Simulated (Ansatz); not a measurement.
# Mg: the cost of one run

Program: Ansatz 0.2.0. Level of theory: DFT PBE+D3(BJ), scalar-relativistic, plane waves, PAW. These are calculated values, not measurements.

### Step 1. The system as given

The structure is hexagonal, space group P6_3/mmc (No. 194). The conventional cell has a = 3.172 Å, b = 3.172 Å, c = 5.141 Å, α = 90.00°, β = 90.00°, γ = 120.00°. Mg (site symmetry -6m2) is surrounded by 12 Mg at 3.16 to 3.17 Å.

Structure file:

```cif
data_structure
_symmetry_space_group_name_H-M 'P 1'
_symmetry_Int_Tables_number 1
_cell_length_a 3.1720
_cell_length_b 3.1720
_cell_length_c 5.1412
_cell_angle_alpha 90.000
_cell_angle_beta 90.000
_cell_angle_gamma 120.000
_cell_volume 44.80
loop_
_atom_site_label
_atom_site_type_symbol
_atom_site_fract_x
_atom_site_fract_y
_atom_site_fract_z
_atom_site_occupancy
Mg1 Mg 0.33333 0.66667 0.25000 1
Mg2 Mg 0.66667 0.33333 0.75000 1
```

The structure comes from the Materials Project (structure only).

(A quick probe on a coarse mesh, which set the mesh and smearing, is not shown.)

### Step 3. Full relaxation

Input file input.yaml:

```yaml
crystal:
  lattice:
    - [3.1720232863, 0.0, 0.0]
    - [-1.5860116431, 2.7470527473, 0.0]
    - [0.0, 0.0, 5.1412049]
  atoms:
    - { symbol: Mg, position: [0.33333333, 0.66666667, 0.25] }
    - { symbol: Mg, position: [0.66666667, 0.33333333, 0.75] }
basis:
  ecutwfc: 420
kpoints:
  mp_grid: { grid: [15, 15, 8] }
hamiltonian:
  xc: pbe
  dispersion: d3bj
scf:
  occupations: { method: gaussian, width: 0.1 }
output:
  forces: true
  stress: true
  eigenvalues: true
relax:
  adjacent_minimum: "off"
  f_tol: 0.005
  max_steps: 80
  cell: { stress_tol: 0.05 }
```

What time and memory should one allow on 2 threads of an Arm CPU, shared host?

About 13 s, with a peak of 0.43 GiB.
